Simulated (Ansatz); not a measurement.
# HBS (hydrogen boron sulfide) at wB97X/STO-3G

Aim: the electronic atomisation energy of HBS (hydrogen boron sulfide) at wB97X/STO-3G, from 4 runs. 

The results are computed with Ansatz 0.2.0.

70 further runs of the same task are left out: 11 that didn't finish, 59 set aside as unsound or not needed.

## 1. The system as given

The species is HBS (3 atoms), meant as a singlet with charge 0. SMILES: `B=S`. Geometry: relaxed at GFN2-xTB.

Bond lengths: B1–S2 1.592 Å, B1–H3 1.144 Å. Angles: S2–B1–H3 179.9°.

## 2. The energy at wB97X/STO-3G

Input file run.yaml:

```yaml
crystal:
  periodic: [false, false, false]
  atoms:
    - {symbol: B, position_ang: [-0.041030, -0.016100, 0.142540]}
    - {symbol: S, position_ang: [0.395320, 0.146510, -1.379660]}
    - {symbol: H, position_ang: [-0.354300, -0.130410, 1.237110]}
basis:
  gaussian:
    orbitals: STO-3G
accuracy: high
hamiltonian:
  xc: {name: wB97X}
```

Command:

```
$ ansatz run run.yaml --threads 1 --pin off --max-ram 2610MiB --events-out events.jsonl --progress --plain --runs-dir runs
```

The log of the run:

```text
Warning: RAYON_NUM_THREADS=1 ignored (pool sized by the plan → 1); use --threads N
Functional definition: wB97X
  name "wB97X"
  parameter omega = 0.3/bohr
  parameter cx = 0.157706
  parameter cx1 = 0.726479
  parameter cx2 = 1.04760
  parameter cx3 = -5.70635
  parameter cx4 = 13.2794
  parameter css1 = -4.33879
  parameter css2 = 18.2308
  parameter css3 = -31.7430
  parameter css4 = 17.2901
  parameter cos1 = 2.37031
  parameter cos2 = -11.3995
  parameter cos3 = 6.58405
  parameter cos4 = -3.78132
  exchange = spin_sum(e_x_unif_sr(omega)*poly(b97_u_x, 1 - cx, cx1, cx2, cx3, cx4)) + cx*exact_x_sr(omega)
      + exact_x_lr(omega)
  correlation = spin_sum(e_c_pw_same_spin*poly(b97_u_same, 1, css1, css2, css3, css4))
      + integral(e_c_pw_opposite_spin*poly(b97_u_opposite, 1, cos1, cos2, cos3, cos4))
243 factors; integrals over basis functions are off by at most 1.2e-8 eV
106 factors; integrals over basis functions are off by at most 1.3e-9 eV
mean field evaluation 1: about -11397.2665 eV, gradient 2.2e1 eV
mean field evaluation 2: about -11395.9712 eV, gradient 3.4e1 eV
mean field evaluation 4: about -11399.2675 eV, gradient 1.7e-1 eV
mean field evaluation 8: about -11399.2241 eV, gradient 3.2e-4 eV
mean field evaluation 16: about -11399.2241 eV, gradient 2.1e-8 eV
mean field -11399.22413014 eV, -418.9137601110 hartree, gradient 2.1e-8 eV, S^2 0.000000; 0 other end points of the search recorded, 0 dependent functions left out
reference -11399.22412890 eV, -418.9137600654 hartree; 11, 11 occupied and 4, 4 virtual orbitals, 243 factors
Total energy: -11399.22412890 eV, -418.9137600654 hartree
```

Wall time 2.5 s (1 thread of Arm Neoverse V1, shared host); peak memory 0.18 GiB.

## 3. The B atom, same level

Input file in.yaml:

```yaml
basis:
  gaussian:
    orbitals: STO-3G
crystal:
  periodic: [false, false, false]
  atoms:
    - {symbol: B, position_ang: [0.000000, 0.000000, 0.000000]}
magnetization:
  spin_polarized: true
  initial_magnetization: 1
hamiltonian:
  xc: {name: wB97X}
accuracy: high
```

Run the same way, it converges to -24.27115 Eh (log not shown).

## 4. The H atom at the same level

Input file job.yaml:

```yaml
crystal:
  periodic: [false, false, false]
  atoms:
    - symbol: H
      position_ang: [0.000000, 0.000000, 0.000000]
basis:
  gaussian:
    orbitals: STO-3G
magnetization:
  spin_polarized: true
  initial_magnetization: 1
hamiltonian:
  xc: {name: wB97X}
accuracy: high
```

Run the same way, it converges to -0.46692 Eh (log not shown).

## 5. The S atom, same level

Input file in.yaml:

```yaml
basis:
  gaussian: {orbitals: STO-3G}
crystal:
  periodic: [false, false, false]
  atoms:
    - {symbol: S, position_ang: [0.000000, 0.000000, 0.000000]}
magnetization: {spin_polarized: true, initial_magnetization: 2}
hamiltonian: {xc: {name: wB97X}}
accuracy: high
```

Command:

```
$ ansatz run in.yaml --threads 1 --pin off --max-ram 2610MiB --events-out events.jsonl --progress --plain --runs-dir runs
```

The log of the run, shortened:

```text
Warning: RAYON_NUM_THREADS=1 ignored (pool sized by the plan → 1); use --threads N
Functional definition: wB97X
  name "wB97X"
[...]
      + exact_x_lr(omega)
[...]
      + integral(e_c_pw_opposite_spin*poly(b97_u_opposite, 1, cos1, cos2, cos3, cos4))
42 factors; integrals over basis functions are off by at most 2.4e-9 eV
23 factors; integrals over basis functions are off by at most 1.2e-9 eV
[...]
mean field -10712.51231944 eV, -393.6775665377 hartree, gradient 7.4e-8 eV, S^2 2.000000; 0 other end points of the search recorded, 0 dependent functions left out
reference -10712.51231891 eV, -393.6775665181 hartree; 9, 7 occupied and 0, 2 virtual orbitals, 42 factors
Total energy: -10712.51231891 eV, -393.6775665181 hartree
```

Wall time 1.7 s (1 thread of Arm Neoverse V1, shared host); peak memory 0.18 GiB.

## 6. What came out

Level: wB97X/STO-3G.

| quantity | value |
| --- | --- |
| molecule: total energy | -418.91376 Eh |
| B atom: total energy | -24.27115 Eh |
| B atom: ⟨S²⟩ | 0.750 |
| H atom: total energy | -0.46692 Eh |
| H atom: ⟨S²⟩ | 0.750 |
| S atom: total energy | -393.67757 Eh |
| S atom: ⟨S²⟩ | 2.000 |
| electronic atomisation energy | 13.555 eV |

Taking the molecule apart into free atoms costs 13.55 eV (1308 kJ/mol), before zero-point energy and without spin-orbit coupling. In a minimal basis such a difference can be off by several eV, whatever the method.
